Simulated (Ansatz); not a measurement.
# SnSe2: the cost of one run

Method: DFT PBE+D3(BJ), scalar-relativistic, plane waves, PAW, in Ansatz 0.2.0.

The COD entry's cell or inner coordinates are ideal or old and differ from later refinements, so a difference from it is no clean test against experiment.

10 further runs of the same task are left out: 2 that didn't finish, 8 set aside as unsound or not needed. Runs told in other sessions of the task aren't counted.

## Step 1: The starting structure

Symmetry: P-3m1, No. 164, trigonal system. Conventional cell: a = 3.839 Å, b = 3.839 Å, c = 6.012 Å, α = 90.00°, β = 90.00°, γ = 120.00°. Sn (site symmetry -3m) has 6 Se at 2.73 Å in its first shell of neighbours. Se (site symmetry 3m) is surrounded by 3 Sn at 2.73 Å.

As a file:

```xyz
3
Lattice="3.8390 0.0000 0.0000 -1.9195 3.3247 0.0000 0.0000 0.0000 6.0116" Properties=species:S:1:pos:R:3 pbc="T T T"
Sn    0.0000    0.0000    0.0000
Se    0.0000    2.2165    1.5940
Se    1.9195    1.1082    4.4176
```

It is the result of an earlier relaxation at this level (volume 25.58 Å³/atom; gap on the mesh: 0.35 eV).

## Step 2: Zero of energy

Reference values: F = -16964.4228 eV; pressure 0.01 GPa; largest force 0.000 eV/Å; gap on the mesh 0.35 eV. It was computed beforehand with the settings of the runs below.

## Step 3: Normal modes

input.yaml

```yaml
crystal:
  lattice:
    - [3.8390485956, 0.0, 0.0]
    - [-1.9195242978, 3.3247136102, 0.0]
    - [0.0, 0.0, 6.0116311105]
  atoms:
    - { symbol: Sn, position: [0.0, 0.0, 0.0] }
    - { symbol: Se, position: [0.3333333333, 0.6666666667, 0.265152996] }
    - { symbol: Se, position: [0.6666666667, 0.3333333333, 0.734847004] }
basis:
  ecutwfc: 420
kpoints:
  mp_grid: { grid: [12, 12, 6] }
hamiltonian:
  xc: pbe
  dispersion: d3bj
scf:
  occupations: { method: gaussian, width: 0.03 }
output:
  eigenvalues: true
phonons:
  method: fd
  supercell: [1, 1, 1]
  amplitude: 0.02
  eigenvectors: true
  dielectric: false
```

On the command line:

```
$ ansatz run input.yaml --threads 2 --pin off --max-ram 5120MiB --backend cpu --events-out ev --progress --plain --runs-dir out
```

Q: Estimate wall time and peak memory on 2 threads of Intel Xeon at 2.50GHz (Skylake/Cascade Lake), shared host.

About 2.3 min, with a peak of 0.75 GiB.
